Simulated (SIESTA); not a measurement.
HPbNO4:

```
H Pb N O
1.0
     4.12040   -0.00081   -0.01120
     0.00404    6.42722    0.05360
     0.02791    3.20707    7.74994
H Pb N O
2 2 2 8
Cartesian
  3.7380 2.9684 3.7875
  1.6795 6.6644 4.0009
  1.6467 4.2515 5.4933
  3.6983 5.3813 2.2951
  2.6193 1.9491 1.6102
  0.5769 7.6848 6.1852
  3.7590 3.8553 4.2210
  2.2235 3.1363 1.5259
  2.2071 1.0645 0.8217
  3.4590 1.6183 2.5274
  1.6973 5.7776 3.5672
  0.1804 6.4980 6.2725
  0.1698 8.5703 6.9754
  1.4117 8.0143 5.2631
```

The cell was built by a generator and needn't be a form met in nature.

Base run:

| Property | Result |
| --- | --- |
| Program | SIESTA 5.4.2 |
| Functional | PBE |
| Potentials or basis | PseudoDojo 0.4 standard (PBE files) |
| Basis | TZDP (energy shift 0.003 Ry; two zetas on semicore shells) |
| Grid cutoff | 800 Ry |
| Energy shift | 0.003 Ry |
| k mesh | 7 × 5 × 4 |
| Occupations | fermi-dirac, width 0.05 eV |
| Spin | no spin polarisation |

Its results: band gap on the k mesh 3.14 eV, indirect (least direct gap 3.24 eV); pressure 3.6 GPa; largest force 2.105 eV/Å.

Question: After a change of settings the same cell gave: band gap on the k mesh 2.94 eV, indirect (least direct gap 3.05 eV); pressure 6.9 GPa; largest force 4.650 eV/Å. Which change was it?
A. basis from TZDP (energy shift 0.003 Ry; two zetas on semicore shells) to DZP (energy shift 0.003 Ry; two zetas on semicore shells)
B. basis from TZDP (energy shift 0.003 Ry; two zetas on semicore shells) to TZP (energy shift 0.003 Ry; two zetas on semicore shells)
C. basis from TZDP (energy shift 0.003 Ry; two zetas on semicore shells) to SZP (energy shift 0.003 Ry)
D. basis from TZDP (energy shift 0.003 Ry; two zetas on semicore shells) to DZ (energy shift 0.003 Ry; two zetas on semicore shells)

Answer: C.

Caveats: spin-orbit coupling is left out, which as a rule narrows the gap of such compounds by several tenths of an eV; the basis of atomic orbitals isn't converged, which shifts pressures, moduli and gaps; forces of over 1 eV/Å show positions far from the minimum, so gaps and moduli don't describe the material at rest.
